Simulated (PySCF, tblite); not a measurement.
# C5H9BFO2 radical: geometry, infrared bands and EPR parameters

Aim: predict the infrared bands and EPR parameters of C5H9BFO2 radical (`C[C@@H]1COBO[C]1CF`).

Computed with tblite 0.8.0 and PySCF 2.14.0, with density-fitted response routines of our own, on a single molecule in the gas phase. Atoms count from 0, in the outputs and in this text.

## (1) The starting structure

18 atoms, charge 0, multiplicity 2; geometry from: force field or distance geometry start.

Bonds of the start (Å): C0–C1 1.52, C1–C2 1.54, C2–O3 1.38, O3–B4 1.46, B4–O5 1.47, O5–C6 1.40, C6–C7 1.51, C7–F8 1.38, C6–C1 1.49, C0–H9 1.11, C0–H10 1.10, C0–H11 1.10, C1–H12 1.12, C2–H13 1.10, C2–H14 1.12, B4–H15 1.19, C7–H16 1.11, C7–H17 1.09.

## (2) Geometry optimisation with GFN2-xTB

What the job is given:

```
{"job": {"kind": "relax", "xc": "GFN2-xTB", "basis": "xTB"}, "charge": 0, "multiplicity": 2}
C      2.069100     0.323500    -0.200400
C      0.642600     0.002500     0.204500
C      0.503100    -1.519900     0.040800
O     -0.770100    -1.899400     0.423700
B     -1.731300    -1.201900    -0.425800
O     -1.277400    -0.091300    -1.272200
C     -0.391400     0.734800    -0.572500
C     -1.245600     1.574700     0.354700
F     -2.124200     2.299500    -0.423000
H      2.168200     1.404000    -0.415500
H      2.309000    -0.243600    -1.117000
H      2.697100     0.053400     0.667400
H      0.491200     0.243300     1.291200
H      1.324500    -2.011300     0.580000
H      0.559600    -1.660200    -1.069600
H     -2.868900    -1.179000    -0.082200
H     -1.776500     0.933400     1.093100
H     -0.587800     2.243900     0.911100
```

On the command line:

```console
$ OMP_NUM_THREADS=1 python probes_run.py task.json out
```

One launch serves the whole session: the jobs run in the order shown.

**Question.** This job is followed by: GFN2-xTB harmonic vibrations, gas phase; UKS B3LYP, pcH-1 on B C F H O, non-relativistic, mean-field spin-orbit, GIAO. Predict these results of the whole session: strongest single infrared mode (GFN2-xTB); zero-point energy (GFN2-xTB); g(iso) (B3LYP); ⟨S²⟩; largest a(iso) (averaged by class); potential on the surface of density 0.002 e/bohr³, 1st and 99th percentile.

As calculated:

```
                                                                  quantity                  value
                                 strongest single infrared mode (GFN2-xTB)  1206 cm⁻¹, 205 km/mol
                                              zero-point energy (GFN2-xTB)          86.9 kcal/mol
                                                            g(iso) (B3LYP)                2.00253
                                                                      ⟨S²⟩     0.754 (exact 0.75)
                                        largest a(iso) (averaged by class)   19F on F8, 360.6 MHz
potential on the surface of density 0.002 e/bohr³, 1st and 99th percentile     -1.15 V and 1.07 V
```

Over 163 steps the energy fell by 1.896 eV; of the close pairs, O3–B4 changed most, 1.460 to 1.348 Å. All 48 modes are real, so the xTB geometry is a minimum. The strongest single mode, at 1206 cm⁻¹, is carried by B4, H14, O3, H12. GFN2-xTB is a fitted tight-binding method: band positions and strengths are rough. Its intensities can rank the bands wrongly. Most of the unpaired spin sits on C6 (0.85 e). The isotropic g lies 0.2 ppt above the free-electron value. The conformer search found further structures of the same energy, which may be mirror or relabelled copies of this one.
